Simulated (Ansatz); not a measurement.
# TaSF3: single points with varied inputs

Aim: run TaSF3 under a spread of inputs, and see what each costs and gives.

The runs use Ansatz 0.2.0, Gaussian basis; the settings change from run to run.

### Step 1. The molecule

The structure was relaxed beforehand with PBE0-D4/def2-SVP. Ta takes a core potential in def2 sets; no spin-orbit term is included.

5 atoms, charge 0, spin multiplicity 1.

Atoms are counted from 1 here; the program's logs count them from 0.

Bond lengths: Ta1–S2 2.148 Å, Ta1–F3 1.866 Å, Ta1–F4 1.866 Å, Ta1–F5 1.866 Å. Angles: S2–Ta1–F3 107.5°, S2–Ta1–F4 107.5°, S2–Ta1–F5 107.5°, F3–Ta1–F4 111.4°, F3–Ta1–F5 111.4°, F4–Ta1–F5 111.3°.

### Step 2. SPW92/def2-TZVP

in.yaml

```yaml
crystal:
  periodic: [false, false, false]
  atoms:
    - {symbol: Ta, position_ang: [-0.000126, 0.000571, -0.092905]}
    - {symbol: S, position_ang: [0.009576, -0.016838, 2.055244]}
    - {symbol: F, position_ang: [1.776940, 0.009887, -0.662421]}
    - {symbol: F, position_ang: [-0.896502, 1.544018, -0.637309]}
    - {symbol: F, position_ang: [-0.889877, -1.537628, -0.662619]}
basis:
  gaussian: {orbitals: def2-TZVP}
hamiltonian: {xc: {name: SPW92}}
scf: {omitted_lower_state_checks: [starts]}
output: {forces: true}
```

Run with:

```console
> ansatz run in.yaml --threads 4 --pin off --events-out ev --progress --plain --max-ram 3916MiB
```

The program printed:

```text
Functional definition: SPW92
  name "SPW92"
  cite "Dirac, Proc. Camb. Phil. Soc. 26, 376 (1930) doi:10.1017/S0305004100016108"
  cite "Slater, Phys. Rev. 81, 385 (1951) doi:10.1103/PhysRev.81.385"
  cite "Perdew & Wang, Phys. Rev. B 45, 13244 (1992) doi:10.1103/PhysRevB.45.13244"
  exchange = slater_x
  correlation = pw_c
these checks for a lower state are left out or cut short: starts
1066 factors; their error is unknown
mean field evaluation 1: about -20451.3436 eV, gradient 6.4e1 eV
mean field evaluation 2: about -20372.8124 eV, gradient 2.2e2 eV
mean field evaluation 4: about -20455.0017 eV, gradient 3.3e1 eV
mean field evaluation 8: about -20458.0012 eV, gradient 2.0e-1 eV
mean field evaluation 16: about -20457.9896 eV, gradient 7.5e-4 eV
mean field -20457.98956948 eV, -751.8172497550 hartree, gradient 3.6e-5 eV, S^2 0.000000; 0 other end points of the search recorded, 0 dependent functions left out
the calculation of the forces begins
reference -20457.98960678 eV, -751.8172511259 hartree; 28, 28 occupied and 142, 142 virtual orbitals, 1066 factors
Total energy: -20457.98960678 eV, -751.8172511259 hartree
Atom 0 at    -0.000126     0.000571    -0.092905 Å, force    -0.003816     0.004598    -0.411238 eV/Å
Atom 1 at     0.009576    -0.016838     2.055244 Å, force     0.000546    -0.000881     0.070035 eV/Å
Atom 2 at     1.776940     0.009887    -0.662421 Å, force    -0.350207    -0.002680     0.115252 eV/Å
Atom 3 at    -0.896502     1.544018    -0.637309 Å, force     0.176904    -0.303951     0.110407 eV/Å
Atom 4 at    -0.889877    -1.537628    -0.662619 Å, force     0.176572     0.302913     0.115544 eV/Å
Dipole moment:    -0.000997     0.002204    -0.299009 e Å
Checks for a lower state left out: starts
```

It took 1 s on 4 threads of Arm Neoverse V2, shared host.

Largest force 0.411 eV/Å, dipole 1.44 D.

### Step 3. r2SCANh/def2-SVP

Set apart from the defaults: the search for lower states set to off.

in.yaml: that of step 2 with these lines changed.

```diff
@@ -9,5 +9,5 @@
 basis:
-  gaussian: {orbitals: def2-TZVP}
-hamiltonian: {xc: {name: SPW92}}
-scf: {omitted_lower_state_checks: [starts]}
+  gaussian: {orbitals: def2-SVP}
+hamiltonian: {xc: {name: r2SCANh}}
+scf: {lower_state_search: off}
 output: {forces: true}
```

The command is unchanged.

The program printed, cut to the lines that bear on the results:

```text
Functional definition: r2SCANh
  name "r2SCANh"
  cite "Bursch, Neugebauer, Ehlert & Grimme, J. Chem. Phys. 156, 134105 (2022) doi:10.1063/5.0086040"
  cite "Furness, Kaplan, Ning, Perdew & Sun, J. Phys. Chem. Lett. 11, 8208 (2020) doi:10.1021/acs.jpclett.0c02405"
  cite "Furness, Kaplan, Ning, Perdew & Sun, J. Phys. Chem. Lett. 11, 9248 (2020) doi:10.1021/acs.jpclett.0c03077"
  parent r2scan
[...]
853 factors; integrals over basis functions are off by at most 9.2e-4 eV
[...]
mean field -20530.81989239 eV, -754.4937147559 hartree, gradient 1.9e-6 eV, S^2 0.000000; 0 other end points of the search recorded, 0 dependent functions left out
[...]
reference -20530.81991161 eV, -754.4937154623 hartree; 28, 28 occupied and 64, 64 virtual orbitals, 853 factors
Total energy: -20530.81991161 eV, -754.4937154623 hartree
Atom 0 at    -0.000126     0.000571    -0.092905 Å, force    -0.002145     0.001719    -0.092448 eV/Å
Atom 1 at     0.009576    -0.016838     2.055244 Å, force     0.000919    -0.001564     0.151200 eV/Å
Atom 2 at     1.776940     0.009887    -0.662421 Å, force     0.032823    -0.000533    -0.019874 eV/Å
Atom 3 at    -0.896502     1.544018    -0.637309 Å, force    -0.016350     0.028970    -0.019316 eV/Å
Atom 4 at    -0.889877    -1.537628    -0.662619 Å, force    -0.015248    -0.028592    -0.019562 eV/Å
Dipole moment:    -0.001201     0.002639    -0.358855 e Å
Checks for a lower state left out: stability, starts, cluster_reference, orbital_swaps, neighbouring_geometries, increment
```

It took 1.8 s on 4 threads of Arm Neoverse V2, shared host.

Largest force 0.151 eV/Å, dipole 1.72 D.

### Step 4. PBE0/def2-SVP

Options: D3(BJ) with three-body dispersion.

in.yaml: that of step 3 with these lines changed.

```diff
@@ -10,4 +10,4 @@
   gaussian: {orbitals: def2-SVP}
-hamiltonian: {xc: {name: r2SCANh}}
-scf: {lower_state_search: off}
+hamiltonian: {xc: {name: PBE0}, dispersion: d3bjatm}
+scf: {omitted_lower_state_checks: [starts]}
 output: {forces: true}
```

Launched as before.

The program printed, cut to the lines that bear on the results:

```text
Functional definition: PBE0
  name "PBE0"
  cite "Adamo & Barone, J. Chem. Phys. 110, 6158 (1999) doi:10.1063/1.478522"
  cite "Perdew, Burke & Ernzerhof, Phys. Rev. Lett. 77, 3865 (1996) doi:10.1103/PhysRevLett.77.3865"
  parent pbe
[...]
853 factors; integrals over basis functions are off by at most 9.2e-4 eV
[...]
mean field -20523.18793474 eV, -754.2132454852 hartree, gradient 7.8e-5 eV, S^2 0.000000; 0 other end points of the search recorded, 0 dependent functions left out
[...]
reference -20523.18797960 eV, -754.2132471338 hartree; 28, 28 occupied and 64, 64 virtual orbitals, 853 factors
Total energy: -20523.28355525 eV, -754.2167594744 hartree
Atom 0 at    -0.000126     0.000571    -0.092905 Å, force    -0.001080     0.000988     0.002881 eV/Å
Atom 1 at     0.009576    -0.016838     2.055244 Å, force     0.000327    -0.000346     0.001819 eV/Å
Atom 2 at     1.776940     0.009887    -0.662421 Å, force     0.003631    -0.000783    -0.001494 eV/Å
Atom 3 at    -0.896502     1.544018    -0.637309 Å, force    -0.001948     0.004004    -0.001675 eV/Å
Atom 4 at    -0.889877    -1.537628    -0.662619 Å, force    -0.000930    -0.003862    -0.001531 eV/Å
Dipole moment:    -0.001107     0.002500    -0.341935 e Å
Checks for a lower state left out: starts
```

Run time: 1.3 s. Hardware: 4 threads of Arm Neoverse V2, shared host.

Largest force 0.005 eV/Å, dipole 1.64 D.

### Step 5. PBEsol/def2-SVPD

Set apart from the defaults: coordinates scaled by 1.25, finite nuclei, the search for lower states set to light.

in.yaml

```yaml
crystal:
  periodic: [false, false, false]
  atoms:
    - {symbol: Ta, position_ang: [-0.000158, 0.000714, -0.116132]}
    - {symbol: S, position_ang: [0.011969, -0.021048, 2.569055]}
    - {symbol: F, position_ang: [2.221175, 0.012359, -0.828026]}
    - {symbol: F, position_ang: [-1.120628, 1.930023, -0.796636]}
    - {symbol: F, position_ang: [-1.112346, -1.922035, -0.828274]}
basis:
  gaussian: {orbitals: def2-SVPD, nuclear_model: gaussian}
hamiltonian: {xc: {name: PBEsol}}
scf: {lower_state_search: light}
output: {forces: true}
```

Launched as before.

The program printed, cut to the lines that bear on the results:

```text
Functional definition: PBEsol
  name "PBEsol"
  cite "Perdew et al., Phys. Rev. Lett. 100, 136406 (2008) doi:10.1103/PhysRevLett.100.136406"
  cite "Perdew, Burke & Ernzerhof, Phys. Rev. Lett. 77, 3865 (1996) doi:10.1103/PhysRevLett.77.3865"
  parent pbesol
[...]
1141 factors; their error is unknown
[...]
mean field -20474.24282247 eV, -752.4145457857 hartree, gradient 2.2e-5 eV, S^2 0.000000; 0 other end points of the search recorded, 0 dependent functions left out
[...]
reference -20474.24287690 eV, -752.4145477857 hartree; 28, 28 occupied and 103, 103 virtual orbitals, 1141 factors
Total energy: -20474.24287690 eV, -752.4145477857 hartree
Atom 0 at    -0.000158     0.000714    -0.116132 Å, force    -0.000428    -0.004697     1.012393 eV/Å
Atom 1 at     0.011969    -0.021048     2.569055 Å, force    -0.025276     0.045581    -5.642776 eV/Å
Atom 2 at     2.221175     0.012359    -0.828026 Å, force    -4.731978    -0.025627     1.565578 eV/Å
Atom 3 at    -1.120628     1.930023    -0.796636 Å, force     2.387562    -4.110687     1.498750 eV/Å
Atom 4 at    -1.112346    -1.922035    -0.828274 Å, force     2.370122     4.095430     1.566056 eV/Å
Dipole moment:     0.001332    -0.001743     0.172317 e Å
```

Wall time 1.8 s (4 threads of Arm Neoverse V2, shared host).

Largest force 5.643 eV/Å, dipole 0.83 D.

### Step 6. All runs side by side

```csv
level,charge,multiplicity,geometry,functions,energy (eV),time
SPW92/def2-TZVP,0,1,relaxed,170,-20457.990,1 s
r2SCANh/def2-SVP,0,1,relaxed,92,-20530.820,1.8 s
PBE0/def2-SVP,0,1,relaxed,92,-20523.284,1.3 s
PBEsol/def2-SVPD,0,1,scaled,131,-20474.243,1.8 s
```

### Step 7. Results

| quantity | value |
| --- | --- |
| runs | 4 |
| quickest | SPW92/def2-TZVP, 1 s |
| slowest | r2SCANh/def2-SVP, 1.8 s |
| spread of total energies, same state and geometry | 72.8 eV |
| dipole, same state and geometry | 1.44 to 1.72 D |

In words: The times lie within a factor of two. Total energies at one charge and spin differ by 73 eV between levels, so only differences within one level mean anything. At the PBE0-D4/def2-SVP geometry and in the same state, the sound runs without point charges leave forces up to 0.41 eV/Å (SPW92/def2-TZVP), against 5.6 eV/Å where the atoms were moved. At that geometry and state the dipole changes by 20 % between the lowest and highest value.
